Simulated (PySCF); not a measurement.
# C6H5NO2: magnetic properties

Aim: compute the magnetic properties of C6H5NO2 (`N#CCC1=COC(=O)C1`).

Computed with PySCF 2.14.0 and routines of our own; the level stands in each step. Atoms count from 0.

## 1. The starting structure

14 atoms, charge 0, multiplicity 1; geometry from: GFN2-xTB.

## 2. Magnetic properties: GIAO KT3/pcSseg-1

The job: settings as JSON, then the geometry in Å.

```
{"job": {"kind": "mag", "xc": "KT3", "basis": "pcSseg-1", "isotopologues": 0}, "charge": 0, "multiplicity": 1}
N      2.874846    -1.360571    -0.779806
C      2.286989    -0.451448    -0.417000
C      1.511809     0.683481     0.033483
C      0.090825     0.272875     0.248535
C     -0.595635     0.245978     1.388413
O     -1.886076    -0.192847     1.234794
C     -2.099154    -0.491284    -0.075081
O     -3.143974    -0.887646    -0.491818
C     -0.811250    -0.222791    -0.838746
H      1.945895     1.062938     0.961664
H      1.574573     1.462573    -0.733905
H     -0.314851     0.514404     2.389527
H     -0.983482     0.505003    -1.633888
H     -0.451193    -1.141138    -1.308338
```

Method: GIAO KT3/pcSseg-1 magnetisability, rotational g tensor and spin-rotation constants, non-relativistic, gas phase.

Started as:

```console
$ OMP_NUM_THREADS=1 python excited_run.py task.json out
```

The driver reads the jobs from task.json and runs them one after another.

Log:

```text
coarse grid: 12856 points
cycle   1  E = -443.0590611568  dE =  1.615e+00  |g| = 1.094e+00  |ddm| = 3.714e+00
cycle   2  E = -441.6928871771  dE =  1.366e+00  |g| = 2.676e+00  |ddm| = 3.703e+00
cycle   3  E = -443.2307691215  dE = -1.538e+00  |g| = 5.270e-01  |ddm| = 3.213e+00
cycle   4  E = -443.2887355376  dE = -5.797e-02  |g| = 2.081e-01  |ddm| = 6.008e-01
cycle   5  E = -443.2954278861  dE = -6.692e-03  |g| = 9.693e-02  |ddm| = 1.881e-01
cycle   6  E = -443.2970688020  dE = -1.641e-03  |g| = 4.597e-02  |ddm| = 9.379e-02
cycle   7  E = -443.2974897890  dE = -4.210e-04  |g| = 1.393e-02  |ddm| = 3.724e-02
cycle   8  E = -443.2975259854  dE = -3.620e-05  |g| = 4.239e-03  |ddm| = 1.197e-02
cycle   9  E = -443.2975296257  dE = -3.640e-06  |g| = 1.996e-03  |ddm| = 5.879e-03
final grid: 127520 points
cycle  10  E = -443.3592787308  dE = -2.786e-04  |g| = 1.870e-02  |ddm| = 7.174e-02
cycle  11  E = -443.3590860002  dE =  1.927e-04  |g| = 3.667e-02  |ddm| = 4.217e-02
cycle  12  E = -443.3593235769  dE = -2.376e-04  |g| = 8.676e-03  |ddm| = 3.096e-02
cycle  13  E = -443.3593389618  dE = -1.538e-05  |g| = 2.285e-03  |ddm| = 7.113e-03
cycle  14  E = -443.3593399279  dE = -9.662e-07  |g| = 6.439e-04  |ddm| = 1.889e-03
cycle  15  E = -443.3593399951  dE = -6.711e-08  |g| = 3.757e-04  |ddm| = 7.216e-04
cycle  16  E = -443.3593400240  dE = -2.899e-08  |g| = 7.873e-05  |ddm| = 3.052e-04
cycle  17  E = -443.3593400250  dE = -9.782e-10  |g| = 3.948e-05  |ddm| = 9.309e-05
cycle  18  E = -443.3593400254  dE = -3.869e-10  |g| = 9.997e-06  |ddm| = 4.762e-05
converged SCF energy = -443.3593400254

Magnetisability tensor (1e-30 J/T^2)
    -1014.68      119.50       41.88
      119.50    -1198.37       14.21
       41.88       14.21     -897.29
isotropic -1036.78   principal values   -1257.34   -979.24   -873.76
isotropic susceptibility -62.436 1e-6 cm^3/mol

Inertial axes            a          b          c
rot. const./GHz      4.0533     0.9747     0.8601
chi total           -61.619    -57.466    -68.224
chi diamagnetic    -390.904  -1237.360  -1396.713
chi paramagnetic    329.285   1179.893   1328.489
quadrupole/D A      -22.000     11.425     10.575
g nuclear            0.5790     0.5178     0.5215
g electronic        -0.6270    -0.5403    -0.5368
g total             -0.0480    -0.0225    -0.0153

Spin-rotation constants (kHz, H = +C I.J)
atom  isotope        aa         bb         cc
  0    14N        0.622      0.130      0.137
  9     1H       -0.369      0.020     -0.096
 10     1H       -0.414     -0.104      0.024
 11     1H       -0.396      0.077     -0.084
 12     1H       -0.446     -0.097      0.024
 13     1H       -0.331     -0.004     -0.074
  1    13C*       1.209      0.236      0.258
  2    13C*       0.568      0.149      0.122
  3    13C*       1.491      0.296      0.157
  4    13C*       1.476      0.365      0.207
  5    17O*      -1.552     -0.263     -0.160
  6    13C*       1.323      0.429      0.289
  7    17O*      -1.949     -0.533     -0.136
  8    13C*       0.650      0.185      0.145
* in the singly substituted isotopologue
```

Wall time 47 s (1 thread of Arm Neoverse V1, shared host); peak memory 0.61 GiB.

In short:

```csv
quantity,value
magnetisability,-1037·10⁻³⁰ J/T²
molar susceptibility,-62.4·10⁻⁶ cm³/mol
"rotational g (a, b, c)","-0.0480, -0.0225, -0.0153"
```

The fields below are evaluated on a grid from the run's orbitals.

Frontier orbitals at KT3/pcSseg-1, with the share of their density that lies nearest to each atom:

```csv
orbital,energy (eV),lies on
HOMO,-6.51,C3 33 %; C4 22 %; O5 20 %
LUMO,-1.97,"C3, C4, C6 about 18 % each; O7 14 %; H12, H13 about 7 % each"
```

ELF in a plane through or near 7 of the atoms.

Ten even steps from ' ' (0.00) to '@' (1.00):
```
                                                        
                                                        
                                                        
                        ::%%@@@@++                      
                        ##@@@@@@%%                      
                ::..    **@@@@@@%%  ..--::              
              ==%%%%::  ..**%%++++--##%%##--            
              --%%%%==  ..++====::##++%%%%--            
                ::==----++%%@@##==##==##==              
          ..--++####++++**++++--  --**==----++++::      
        ..--****--####::==**##++==**::..##%%%%##==      
        ::--****::--++    --++****##****##++%%%%--      
        ::--++######++    ##@@@@@@--..--##%%%%**::      
        ..--==++++==::    @@@@@@@@==  ..**##**--        
          ..::--::..      ##@@@@@@::    ..::..          
              ..          ..--++::                      
                                                        
                                                        
                                                        
                                                        
```
The map spans 11.6 Å across and 10.0 Å up, centred on the molecule. Atoms in the plane (x, y in Å): C1 (-2.2, -0.6), C4 (0.6, 1.4), O5 (2.0, 1.1), C6 (2.1, -0.2), O7 (3.2, -0.8), H11 (0.4, 2.4), H13 (0.5, -1.6).

On the surface of density 0.002 e/bohr³ the electrostatic potential runs, from the 1st to the 99th percentile, from -1.51 V near N0 to 1.76 V near H11.

## 3. Magnetic properties: GIAO HCTH407/pcSseg-1 in dimethylsulfoxide

The job, as its differences from that of step 2:

```diff
@@ -1,2 +1,2 @@
-{"job": {"kind": "mag", "xc": "KT3", "basis": "pcSseg-1", "isotopologues": 0}, "charge": 0, "multiplicity": 1}
+{"job": {"kind": "mag", "xc": "HCTH407", "basis": "pcSseg-1", "solvent": "dimethylsulfoxide", "scf": {"aux": "def2-universal-jkfit"}}, "charge": 0, "multiplicity": 1}
 N      2.874846    -1.360571    -0.779806
```

Method: GIAO HCTH407/pcSseg-1 magnetisability, non-relativistic, IEF-PCM dimethylsulfoxide.

Log:

```text
final grid: 127520 points
cycle   1  E = -436.4991684676  dE =  1.513e+00  |g| = 1.046e+00  |ddm| = 3.738e+00
cycle   2  E = -435.6415931207  dE =  8.576e-01  |g| = 2.274e+00  |ddm| = 2.704e+00
cycle   3  E = -436.6593840662  dE = -1.018e+00  |g| = 4.564e-01  |ddm| = 2.150e+00
cycle   4  E = -436.7013917068  dE = -4.201e-02  |g| = 1.571e-01  |ddm| = 4.442e-01
cycle   5  E = -436.7051744678  dE = -3.783e-03  |g| = 6.367e-02  |ddm| = 1.371e-01
cycle   6  E = -436.7059055088  dE = -7.310e-04  |g| = 2.679e-02  |ddm| = 5.908e-02
cycle   7  E = -436.7060399515  dE = -1.344e-04  |g| = 1.018e-02  |ddm| = 2.229e-02
cycle   8  E = -436.7060592789  dE = -1.933e-05  |g| = 2.749e-03  |ddm| = 7.778e-03
cycle   9  E = -436.7060607910  dE = -1.512e-06  |g| = 1.241e-03  |ddm| = 3.320e-03
cycle  10  E = -436.7060611488  dE = -3.578e-07  |g| = 3.490e-04  |ddm| = 1.209e-03
cycle  11  E = -436.7060611778  dE = -2.899e-08  |g| = 7.428e-05  |ddm| = 3.084e-04
cycle  12  E = -436.7060611789  dE = -1.104e-09  |g| = 2.097e-05  |ddm| = 7.098e-05
cycle  13  E = -436.7060611790  dE = -8.049e-11  |g| = 1.142e-05  |ddm| = 2.739e-05
converged SCF energy = -436.7060611790

Magnetisability tensor (1e-30 J/T^2)
    -1024.64      121.95       40.20
      121.95    -1221.55       17.82
       40.20       17.82     -911.58
isotropic -1052.59   principal values   -1279.83   -990.76   -887.18
isotropic susceptibility -63.388 1e-6 cm^3/mol

Inertial axes            a          b          c
rot. const./GHz      4.0533     0.9747     0.8601
chi total           -62.197    -58.287    -69.681
chi diamagnetic    -390.375  -1241.564  -1401.270
chi paramagnetic    328.178   1183.277   1331.589
quadrupole/D A      -27.558     13.904     13.654
```

Run time: 23 s. Hardware: 1 thread of Arm Neoverse V1, shared host; peak memory 0.69 GiB.

From this job:

```csv
quantity,value
magnetisability,-1053·10⁻³⁰ J/T²
molar susceptibility,-63.4·10⁻⁶ cm³/mol
```

## 4. Results

| quantity | value |
| --- | --- |
| magnetisability (step 2, GIAO KT3/pcSseg-1) | -1037·10⁻³⁰ J/T² |
| molar susceptibility (step 2, GIAO KT3/pcSseg-1) | -62.4·10⁻⁶ cm³/mol |
| rotational g (a, b, c) (step 2, GIAO KT3/pcSseg-1) | -0.0480, -0.0225, -0.0153 |
| surface potential, 1st and 99th percentile | -1.51 V and 1.76 V |

In words: At KT3/pcSseg-1, counted by nearest atom on the grid, the HOMO lies on C3 33 %; C4 22 %, the LUMO on C3, C4, C6 about 18 % each; O7 14 %. Vibrational averaging and real surroundings are missing from these values.
